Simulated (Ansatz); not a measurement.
**CH₃FTe: single points off equilibrium**

One table from this session's results is given with a row withheld; the runs are named, their logs left out.

Method: single points in def2-TZVPP; program: Ansatz 0.2.0, Gaussian basis.

Cores are frozen in the correlated methods. Filled d shells of the heavier atoms are correlated. Core potentials replace the inner electrons past krypton, and spin-orbit coupling is left out.

**Where the work starts**

SMILES `FC[TeH]`, 6 atoms, charge 0, spin multiplicity 1.

Atoms are counted from 1 here; the program's logs count them from 0.

Bond lengths: F1–C2 1.342 Å, C2–Te3 2.181 Å, C2–H4 1.075 Å, C2–H5 1.106 Å, Te3–H6 1.655 Å. Angles: F1–C2–Te3 109.2°, F1–C2–H4 106.4°, F1–C2–H5 106.9°, Te3–C2–H4 113.1°, Te3–C2–H5 111.8°, H4–C2–H5 109.2°, C2–Te3–H6 90.5°.

As a file:

| atom | x (Å) | y (Å) | z (Å) |
| --- | --- | --- | --- |
| F1 | -0.2937 | -0.4620 | -1.6939 |
| C2 | 0.0694 | -0.4007 | -0.4037 |
| Te3 | -0.5556 | 1.5168 | 0.4276 |
| H4 | 1.1351 | -0.5435 | -0.3818 |
| H5 | -0.4217 | -1.2497 | 0.1085 |
| H6 | 0.0691 | 1.0970 | 1.9012 |

The first run:

run/in.yaml reads:

```yaml
crystal:
  periodic: [false, false, false]
  atoms:
    - {symbol: F, position_ang: [-0.293700, -0.462000, -1.693900]}
    - {symbol: C, position_ang: [0.069400, -0.400700, -0.403700]}
    - {symbol: Te, position_ang: [-0.555600, 1.516800, 0.427600]}
    - {symbol: H, position_ang: [1.135100, -0.543500, -0.381800]}
    - {symbol: H, position_ang: [-0.421700, -1.249700, 0.108500]}
    - {symbol: H, position_ang: [0.069100, 1.097000, 1.901200]}
basis:
  gaussian: {orbitals: def2-TZVPP}
correlation: {method: ccsd_t}
output: {forces: true}
```

The command line of these runs was not kept.

Steps of the session up to this table: CCSD(T)/def2-TZVPP; PBE0-D4/def2-TZVPP; wB97M-V/def2-TZVPP; r2SCAN-D4/def2-TZVPP; PBE-D4/def2-TZVPP; r2SCAN0-D4/def2-TZVPP; BHLYP-D4/def2-TZVPP.

One of the session's tables, all rows but one given; the rest of the session is left out.

```
    method  RMS force component (eV/Å)  angle to CCSD(T) forces (°)  dipole (D)
   CCSD(T)                       0.591                    reference        1.51
   PBE0-D4                           ?                            ?           ?
   wB97M-V                       0.582                          4.6        1.48
 r2SCAN-D4                       0.559                          9.3        1.48
    PBE-D4                       0.628                         19.1        1.38
r2SCAN0-D4                       0.476                         15.1        1.56
  BHLYP-D4                       0.499                         19.2        1.58
```

**Question.** Estimate the row for PBE0-D4.

**Answer.** RMS force component (eV/Å): 0.488; angle to CCSD(T) forces (°): 11.0; dipole (D): 1.50. In the column «RMS force component (eV/Å)» it lies between r2SCAN0-D4 (0.476) and BHLYP-D4 (0.499).
